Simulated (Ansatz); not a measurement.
# Sn3Se: the cost of one run

Computed with Ansatz 0.2.0 (DFT PBE, scalar-relativistic, plane waves, PAW, unless a step's input says otherwise).

### 1 Starting point

Symmetry: Pm-3m, No. 221, cubic system. Conventional cell: a = 4.753 Å, b = 4.753 Å, c = 4.753 Å, α = 90.00°, β = 90.00°, γ = 90.00°. Around Sn (site symmetry 4/mmm) lie 8 Sn at 3.36 Å and 4 Se at 3.36 Å. Around Se (site symmetry m-3m) lie 12 Sn at 3.36 Å.

Structure file:

```cif
data_structure
_symmetry_space_group_name_H-M 'P 1'
_symmetry_Int_Tables_number 1
_cell_length_a 4.7527
_cell_length_b 4.7527
_cell_length_c 4.7527
_cell_angle_alpha 90.000
_cell_angle_beta 90.000
_cell_angle_gamma 90.000
_cell_volume 107.36
loop_
_atom_site_label
_atom_site_type_symbol
_atom_site_fract_x
_atom_site_fract_y
_atom_site_fract_z
_atom_site_occupancy
Sn1 Sn 0.00000 0.50000 0.50000 1
Sn2 Sn 0.50000 0.00000 0.50000 1
Sn3 Sn 0.50000 0.50000 0.00000 1
Se1 Se 0.00000 0.00000 0.00000 1
```

It goes back to an entry of the Materials Project, which need not be the stable form.

This cell was relaxed beforehand with the same method: volume 26.84 Å³/atom, gap on the mesh none (metal).

### 2 The undisturbed cell

File input.yaml:

```yaml
crystal:
  lattice:
    - [4.7527271798, 0.0, 0.0]
    - [0.0, 4.7527271798, 0.0]
    - [0.0, 0.0, 4.7527271798]
  atoms:
    - { symbol: Sn, position: [0.0, 0.5, 0.5] }
    - { symbol: Sn, position: [0.5, 0.0, 0.5] }
    - { symbol: Sn, position: [0.5, 0.5, 0.0] }
    - { symbol: Se, position: [0.0, 0.0, 0.0] }
basis:
  ecutwfc: 420
kpoints:
  mp_grid: { grid: [10, 10, 10] }
hamiltonian:
  xc: pbe
scf:
  occupations: { method: gaussian, width: 0.15 }
output:
  forces: true
  stress: true
  eigenvalues: true
```

Command:

```
$ ansatz run input.yaml --threads 1 --pin off --max-ram 2560MiB --backend cpu --events-out ev --progress --plain --runs-dir out
```

**Question.** How long does this run take on 1 thread of Intel Xeon Platinum 8259CL at 2.50GHz (Skylake/Cascade Lake), shared host, and how much memory does it need?

About 10 s, with a peak of 0.51 GiB.
